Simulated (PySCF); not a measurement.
# Cr³⁺: dipole response in dyall-av2z

How polarisable is Cr³⁺ at the levels listed below?

The numbers are computed with PySCF 2.14.0 (unrestricted determinants in a Gaussian basis, no spin-orbit coupling in the energies), except any that are marked as measured or tabulated.

## (1) Starting point

```
Element     : chromium (Z = 24)
Basis       : dyall-av2z
Hamiltonian : the non-relativistic Hamiltonian (point nucleus)
State 1     : Cr³⁺: [Ar] 3d3, high-spin 4F determinant
Methods     : UHF, PBE, PBE0
```

Outer shells as boxes (Hund's rule):

Cr3+ [Ar] 3d3
```
[Ar] core
3d [↑ ][↑ ][↑ ][  ][  ]
```

The runs were made by one driver on top of PySCF. The scripts below sum up each run's settings (the driver also hands on starting orbitals that pick excited configurations, and frozen orbitals as a list rather than a count), and the logs come from the driver's own runs. The driver starts from symmetry-adapted Hartree-Fock orbitals, holds the occupation by maximum overlap and uses a logarithmic radial grid for functionals, so a plain start would take other cycles.

The integrals over 101 functions and the set-up took 0.24 s of CPU time.

## (2) Cr³⁺, method by method

Level: UHF.

The input, input.py:

```python
from pyscf import gto, scf, dft, mp, cc
import basis_set_exchange as bse
mol = gto.M(atom="Cr 0 0 0", charge=3, spin=3, symmetry="D2h",
            basis=gto.basis.parse(bse.get_basis("dyall-av2z", elements=["Cr"], fmt="nwchem")))
mf = scf.UHF(mol)
mf.irrep_nelec = {'Ag': (3, 3), 'B1g': (1, 0), 'B2g': (1, 0), 'B3g': (1, 0), 'B1u': (2, 2), 'B2u': (2, 2), 'B3u': (2, 2)}
mf.kernel()
```

Output:

```text
damping factor = 0
level_shift factor = 0
DIIS = <class 'pyscf.scf.diis.CDIIS'>
diis_start_cycle = 1
diis_space = 10
diis_damp = 0
SCF conv_tol = 1e-09
SCF conv_tol_grad = None
number electrons alpha = 12  beta = 9
cycle= 1 E= -1041.47140349841  delta_E= -0.00632  |g|= 0.0262  |ddm|= 0.0308
cycle= 2 E= -1041.47153268042  delta_E= -0.000129  |g|= 0.00385  |ddm|= 0.00453
cycle= 3 E= -1041.47153562664  delta_E= -2.95e-06  |g|= 0.000106  |ddm|= 0.000828
cycle= 4 E= -1041.4715356303  delta_E= -3.65e-09  |g|= 3.85e-05  |ddm|= 4.51e-05
cycle= 5 E= -1041.47153563055  delta_E= -2.56e-10  |g|= 6.7e-06  |ddm|= 1.53e-05
converged SCF energy = -1041.47153563055  <S^2> = 3.7521982  2S+1 = 4.001099
```

It used 33 s of CPU time after the integrals (shared host).

The occupied shells:

| shell | electrons | mean orbital energy (eV) | spread (eV) | rms radius (bohr) |
| --- | --- | --- | --- | --- |
| 1s β | 1 | -6038.8 | 0 | 0.0743 |
| 1s α | 1 | -6038.8 | 0 | 0.0743 |
| 2s α | 1 | -757.21 | 0 | 0.319 |
| 2s β | 1 | -754.95 | 0 | 0.319 |
| 2p α | 3 | -646.35 | 0 | 0.288 |
| 2p β | 3 | -644.13 | 0 | 0.288 |
| 3s α | 1 | -133.57 | 0 | 0.961 |
| 3s β | 1 | -126.71 | 0 | 0.961 |
| 3p α | 3 | -100.000 | 0 | 1.02 |
| 3p β | 3 | -91.652 | 0 | 1.02 |
| 3d α | 3 | -50.527 | 0 | 1.20 |

⟨S²⟩ = 3.752, ⟨L²⟩ = 12.02.

The driver then solved the coupled dipole response at imaginary frequencies: mean α = 1.852 bohr³, C₆ = 4.580 au for a like pair.

Level: PBE.

input.py differs from the last one in:

```diff
@@ -4,3 +4,3 @@
             basis=gto.basis.parse(bse.get_basis("dyall-av2z", elements=["Cr"], fmt="nwchem")))
-mf = scf.UHF(mol)
+mf = dft.UKS(mol, xc="PBE")
 mf.irrep_nelec = {'Ag': (3, 3), 'B1g': (1, 0), 'B2g': (1, 0), 'B3g': (1, 0), 'B1u': (2, 2), 'B2u': (2, 2), 'B3u': (2, 2)}
```

Output:

```text
damping factor = 0
level_shift factor = 0
DIIS = <class 'pyscf.scf.diis.CDIIS'>
diis_start_cycle = 1
diis_space = 10
diis_damp = 0
SCF conv_tol = 1e-09
SCF conv_tol_grad = None
number electrons alpha = 12  beta = 9
XC functionals = PBE
    J. P. Perdew, K. Burke, and M. Ernzerhof.,  Phys. Rev. Lett. 77, 3865 (1996)
    J. P. Perdew, K. Burke, and M. Ernzerhof.,  Phys. Rev. Lett. 78, 1396 (1997)
    J. P. Perdew, K. Burke, and M. Ernzerhof.,  Phys. Rev. Lett. 77, 3865 (1996)
    J. P. Perdew, K. Burke, and M. Ernzerhof.,  Phys. Rev. Lett. 78, 1396 (1997)
cycle= 1 E= -1042.15193521874  delta_E= -0.013  |g|= 0.0122  |ddm|= 0.0635
cycle= 2 E= -1042.15194228629  delta_E= -7.07e-06  |g|= 0.00448  |ddm|= 0.00395
cycle= 3 E= -1042.15194431623  delta_E= -2.03e-06  |g|= 0.00189  |ddm|= 0.00177
cycle= 4 E= -1042.15194480255  delta_E= -4.86e-07  |g|= 4.83e-05  |ddm|= 0.000547
cycle= 5 E= -1042.15194480296  delta_E= -4.09e-10  |g|= 8.92e-06  |ddm|= 2.31e-05
converged SCF energy = -1042.15194480296  <S^2> = 3.7503499  2S+1 = 4.000175
```

It used 41 s of CPU time after the integrals (shared host).

The driver then solved the coupled dipole response at imaginary frequencies: mean α = 2.092 bohr³, C₆ = 5.182 au for a like pair.

Level: PBE0.

input.py differs from the last one in:

```diff
@@ -4,3 +4,3 @@
             basis=gto.basis.parse(bse.get_basis("dyall-av2z", elements=["Cr"], fmt="nwchem")))
-mf = dft.UKS(mol, xc="PBE")
+mf = dft.UKS(mol, xc="PBE0")
 mf.irrep_nelec = {'Ag': (3, 3), 'B1g': (1, 0), 'B2g': (1, 0), 'B3g': (1, 0), 'B1u': (2, 2), 'B2u': (2, 2), 'B3u': (2, 2)}
```

Output:

```text
damping factor = 0
level_shift factor = 0
DIIS = <class 'pyscf.scf.diis.CDIIS'>
diis_start_cycle = 1
diis_space = 10
diis_damp = 0
SCF conv_tol = 1e-09
SCF conv_tol_grad = None
number electrons alpha = 12  beta = 9
XC functionals = PBE0
    C. Adamo and V. Barone.,  J. Chem. Phys. 110, 6158 (1999)
    M. Ernzerhof and G. E. Scuseria.,  J. Chem. Phys. 110, 5029 (1999)
cycle= 1 E= -1042.20675659997  delta_E= -0.00778  |g|= 0.0153  |ddm|= 0.0439
cycle= 2 E= -1042.20677789249  delta_E= -2.13e-05  |g|= 0.00777  |ddm|= 0.00615
cycle= 3 E= -1042.20678563084  delta_E= -7.74e-06  |g|= 0.00139  |ddm|= 0.00264
cycle= 4 E= -1042.20678586142  delta_E= -2.31e-07  |g|= 5.77e-05  |ddm|= 0.000333
cycle= 5 E= -1042.20678586232  delta_E= -9.05e-10  |g|= 1.28e-05  |ddm|= 3.02e-05
converged SCF energy = -1042.20678586232  <S^2> = 3.7506389  2S+1 = 4.0003194
```

CPU time 65 s on a shared host, the integrals not counted.

The driver then solved the coupled dipole response at imaginary frequencies: mean α = 2.005 bohr³, C₆ = 4.962 au for a like pair.

Radial density 4πr²ρ of Cr³⁺ at UHF:

| r (bohr) | density | spin density |
| --- | --- | --- |
| 0.00121 | 0.160 | 0.000 |
| 0.00203 | 0.437 | 0.000 |
| 0.00341 | 1.16 | 0.000 |
| 0.00574 | 2.93 | 0.000 |
| 0.00965 | 6.86 | -0.001 |
| 0.0162 | 14.2 | -0.001 |
| 0.0273 | 23.8 | -0.002 |
| 0.0459 | 28.6 | -0.003 |
| 0.0772 | 23.5 | -0.004 |
| 0.130 | 24.3 | 0.013 |
| 0.218 | 31.2 | 0.203 |
| 0.368 | 15.5 | 1.029 |
| 0.618 | 11.6 | 2.458 |
| 1.04 | 10.0 | 2.357 |
| 1.75 | 1.62 | 0.698 |
| 2.94 | 0.0444 | 0.037 |
| 4.95 | 0.000292 | 0.000 |

## (3) The response side by side

Cr³⁺, in atomic units:

| method | mean α | C₆ (like pair) | S(−4) |
| --- | --- | --- | --- |
| UHF | 1.852 | 4.580 | 1.008 |
| PBE | 2.092 | 5.182 | 1.642 |
| PBE0 | 2.005 | 4.962 | 1.388 |

α(iu) at PBE0:

| u (hartree) | α(iu) (bohr³) |
| --- | --- |
| 0 | 2.005 |
| 0.0500 | 2.001 |
| 0.100 | 1.991 |
| 0.200 | 1.952 |
| 0.300 | 1.894 |
| 0.500 | 1.746 |
| 0.750 | 1.548 |
| 1.00 | 1.365 |
| 1.50 | 1.062 |
| 2.00 | 0.8374 |
| 3.00 | 0.5493 |
| 5.00 | 0.2836 |

## (4) Results

```
 quantity                             value
α of Cr³⁺  1.852 (UHF) to 2.092 (PBE) bohr³
```

A single London oscillator with the computed α and C₆ of Cr³⁺ at UHF would have ω = 4 C₆ / (3 α²) = 1.78 hartree. The basis is finite, and no extrapolation was made.
